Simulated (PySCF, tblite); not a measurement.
**C7H6FNSi: geometry, infrared bands and NMR shifts**

What infrared bands and NMR shifts should C7H6FNSi (`N#CC#C[C@@H]1C=C[C@H](F)[SiH2]1`) show?

The runs use tblite 0.8.0 and PySCF 2.14.0, with density-fitted response routines of our own; the level of theory stands in each step. All values are computed, except where a source is named. Atoms are numbered from 0 throughout.

### Step 1. The molecule as given

16 atoms, charge 0, multiplicity 1; geometry from: force field or distance geometry start.

Bonds of the start (Å): N0–C1 1.17, C1–C2 1.53, C2–C3 1.21, C3–C4 1.47, C4–C5 1.52, C5–C6 1.34, C6–C7 1.51, C7–F8 1.35, C7–Si9 1.90, Si9–C4 1.95, C4–H10 1.10, C5–H11 1.08, C6–H12 1.08, C7–H13 1.10, Si9–H14 1.48, Si9–H15 1.50.

### Step 2. Optimising the geometry with GFN2-xTB

What the job is given:

```
{"job": {"kind": "relax", "xc": "GFN2-xTB", "basis": "xTB"}, "charge": 0, "multiplicity": 1}
N      5.252000    -0.082100     1.077200
C      4.145000    -0.190200     0.698500
C      2.706200    -0.357900     0.214000
C      1.565600    -0.469800    -0.187100
C      0.186200    -0.628800    -0.657200
C     -0.313400     0.684300    -1.247400
C     -1.404900     1.255700    -0.713300
C     -2.090800     0.562000     0.441000
F     -2.069500     1.336700     1.549600
Si    -1.089800    -1.021200     0.767100
H      0.112000    -1.420100    -1.419800
H      0.217800     1.143100    -2.071600
H     -1.806700     2.196800    -1.061100
H     -3.132600     0.324300     0.187300
H     -1.851900    -2.254600     0.451400
H     -0.432700    -1.069200     2.114400
```

Started as:

```sh
$ OMP_NUM_THREADS=1 python probes_run.py task.json out
```

This one command runs all jobs of the session in turn.

**Question.** This job is followed by: GFN2-xTB harmonic vibrations, gas phase; GIAO PBE0/pcSseg-1 NMR shielding, non-relativistic, gas phase. What will the session give for the following? strongest single infrared mode (GFN2-xTB); zero-point energy (GFN2-xTB); 13C shifts against TMS (PBE0/pcSseg-1); 1H shifts against TMS (PBE0/pcSseg-1); 15N shifts against NH3 (PBE0/pcSseg-1); 19F shifts against CFCl3 (PBE0/pcSseg-1); 29Si shifts against TMS (PBE0/pcSseg-1); surface potential, 1st and 99th percentile.

The runs gave:

```
                                 quantity                                            value
strongest single infrared mode (GFN2-xTB)                            2359 cm⁻¹, 649 km/mol
             zero-point energy (GFN2-xTB)                                    64.2 kcal/mol
   13C shifts against TMS (PBE0/pcSseg-1)  144.8, 139.1, 111.6, 94.5, 89.9, 64.2, 21.9 ppm
    1H shifts against TMS (PBE0/pcSseg-1)           6.61, 6.05, 5.88, 4.73, 4.51, 3.00 ppm
   15N shifts against NH3 (PBE0/pcSseg-1)                                        304.8 ppm
 19F shifts against CFCl3 (PBE0/pcSseg-1)                                       -236.9 ppm
  29Si shifts against TMS (PBE0/pcSseg-1)                                        -19.9 ppm
    surface potential, 1st and 99th percentile                               -1.70 V and 1.73 V
```

In words: Relaxing lowered the energy by 0.693 eV in 90 steps; the close pair that moved most is C1–C2, from 1.527 to 1.359 Å. No mode is imaginary among the 42: a minimum at this level. The strongest single mode, at 2359 cm⁻¹, is spread over several atoms, C1, N0, C2 among them. Unscaled tight-binding wavenumbers are off by several per cent, some by more. Its intensities can rank the bands wrongly. At PBE0/pcSseg-1: Shielding is most anisotropic at N0 (span 537 ppm, paramagnetic term -380 ppm). By nearest atom (PBE0/pcSseg-1), the HOMO sits on C2 26 %; C3 19 % and the LUMO on C3 21 %; N0 18 %.
